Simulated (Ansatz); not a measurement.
**AlCl₂F (SMILES [F][Al]([Cl])[Cl]): single points off equilibrium**

Aim: energy, forces and dipole at a structure displaced at random from a GFN2-xTB minimum, from CCSD(T) and from density functionals.

Method: single points in def2-TZVPP; program: Ansatz 0.2.0, Gaussian basis.

Cores are frozen in the correlated methods.

## (1) Starting geometry

SMILES `[F][Al]([Cl])[Cl]`, 4 atoms, charge 0, spin multiplicity 1.

Atoms are counted from 1 here; the program's logs count them from 0.

Bond lengths: F1–Al2 1.708 Å, Al2–Cl3 2.013 Å, Al2–Cl4 1.919 Å. Angles: F1–Al2–Cl3 115.6°, F1–Al2–Cl4 112.9°, Cl3–Al2–Cl4 131.4°.

Geometry (Å):

```xyz
4

F     0.0797    0.4162    1.6382
Al   -0.0029    0.0085   -0.0188
Cl    1.2596   -1.4378   -0.6238
Cl   -1.3021    1.0438   -0.9802
```

## (2) CCSD(T)/def2-TZVPP

The input, run/in.yaml:

```yaml
crystal:
  periodic: [false, false, false]
  atoms:
    - {symbol: F, position_ang: [0.079700, 0.416200, 1.638200]}
    - {symbol: Al, position_ang: [-0.002900, 0.008500, -0.018800]}
    - {symbol: Cl, position_ang: [1.259600, -1.437800, -0.623800]}
    - {symbol: Cl, position_ang: [-1.302100, 1.043800, -0.980200]}
basis:
  gaussian: {orbitals: def2-TZVPP}
correlation: {method: ccsd_t}
output: {forces: true}
```

No record of the launch command was kept for these runs.

## (3) PBE0-D4/def2-TZVPP

Edit run/in.yaml of step 2 so:

```diff
@@ -9,3 +9,3 @@
   gaussian: {orbitals: def2-TZVPP}
-correlation: {method: ccsd_t}
-output: {forces: true}
+hamiltonian: {xc: pbe0, dispersion: d4}
+output: {forces: true, orbitals: {seedname: orbitals}}
```

## (4) wB97M-V/def2-TZVPP

Edit run/in.yaml of step 3 so:

```diff
@@ -9,3 +9,3 @@
   gaussian: {orbitals: def2-TZVPP}
-hamiltonian: {xc: pbe0, dispersion: d4}
-output: {forces: true, orbitals: {seedname: orbitals}}
+hamiltonian: {xc: {name: wB97M-V}}
+output: {forces: true}
```

## (5) r2SCAN-D4/def2-TZVPP

Edit run/in.yaml of step 4 so:

```diff
@@ -9,3 +9,3 @@
   gaussian: {orbitals: def2-TZVPP}
-hamiltonian: {xc: {name: wB97M-V}}
+hamiltonian: {xc: r2scan, dispersion: d4}
 output: {forces: true}
```

## (6) PBE-D4/def2-TZVPP

Edit run/in.yaml of step 5 so:

```diff
@@ -9,3 +9,3 @@
   gaussian: {orbitals: def2-TZVPP}
-hamiltonian: {xc: r2scan, dispersion: d4}
+hamiltonian: {xc: pbe, dispersion: d4}
 output: {forces: true}
```

## (7) LC-wPBE/def2-TZVPP

Edit run/in.yaml of step 6 so:

```diff
@@ -9,3 +9,3 @@
   gaussian: {orbitals: def2-TZVPP}
-hamiltonian: {xc: pbe, dispersion: d4}
+hamiltonian: {xc: {name: LC-wPBE}}
 output: {forces: true}
```

## (8) B97M-V/def2-TZVPP

Edit run/in.yaml of step 7 so:

```diff
@@ -9,3 +9,3 @@
   gaussian: {orbitals: def2-TZVPP}
-hamiltonian: {xc: {name: LC-wPBE}}
+hamiltonian: {xc: {name: B97M-V}}
 output: {forces: true}
```

(Steps that only read results are left out.)

Before running it: what results should come out? Wanted: energy less free atoms, CCSD(T)/def2-TZVPP; RMS force component; RMS force error; HOMO and LUMO, PBE0-D4; T1 diagnostic.

**Answer**, as computed:

```
                                  quantity                                                                                          value
energy less free atoms, CCSD(T)/def2-TZVPP                                                                                 -1374.4 kJ/mol
                       RMS force component                                                           1.708 to 1.873 eV/Å over the methods
                           RMS force error  PBE0-D4 0.113, wB97M-V 0.099, r2SCAN-D4 0.093, PBE-D4 0.197, LC-wPBE 0.190, B97M-V 0.162 eV/Å
                    HOMO and LUMO, PBE0-D4                                                                             -9.86 and -0.98 eV
                             T1 diagnostic                                                                                          0.010
```

**Reading.** Against CCSD(T) the functionals' energies less atoms differ by -68.4 to -24.4 kJ/mol, PBE-D4 by -48.9 kJ/mol. CCSD(T) in triple zeta still lacks some correlation energy of the bonds, so part of these gaps is its own basis error and they don't rank the functionals. For forces r2SCAN-D4 does best and PBE-D4 worst. Frozen-core CCSD(T) forces in triple zeta carry basis errors of their own, and this is one geometry, so small gaps rank nothing.
